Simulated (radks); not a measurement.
**S in [Ne] 3s2 3p4: an all-electron calculation**

An exercise on one series of results from a longer session: the logs are not shown, and one member is left open.

Method: scalar-relativistic Kohn-Sham, PBE, spin-unpolarised, spherical densities, finite nucleus. Code: radks (a radial shooting solver on a logarithmic mesh, Libxc functionals) version 1.

## Starting point

```
element            : sulfur (Z = 16)
charge             : 0
electrons          : 16
configuration      : [Ne] 3s2 3p4
nuclear rms radius : 3.2611 fm
```

Outer shells as boxes (Hund's rule):

S
```
[Ne] core
3s [↑↓]
3p [↑↓][↑ ][↑ ]
```

Set-up of the first run:

Settings of this run:

```text
Z 16
configuration [Ne] 3s2 3p4
relativity scalar-relativistic
functional pbe,pbe
spin unpolarised
nucleus finite rms 3.2611 fm
c 137.035999084
```

The run is started by

```bash
$ python run_ks.py task.json out
```

The same process makes all the runs of this session.

One of the session's tables, all rows but one given; the rest of the session is left out.

It belongs to the step «Orbitals and density». Radial moments (bohr):

```
level      <r>  outermost maximum (interpolated)  90 % within  nodes
   1s  0.09688                            0.0633        0.173      0
   2s        ?                                 ?            ?      ?
   2p   0.4425                             0.326        0.737      0
   3s    1.694                              1.41         2.58      2
   3p    2.072                              1.60         3.29      1
```

Q: Estimate the row for 2s from the others.

As computed: <r>: 0.4790; outermost maximum (interpolated): 0.388; 90 % within: 0.751; nodes: 1. In the column «<r>» it lies between 2p (0.4425) and 3s (1.694).

Caveats from the session: Spin polarisation and multiplet splitting are left out.
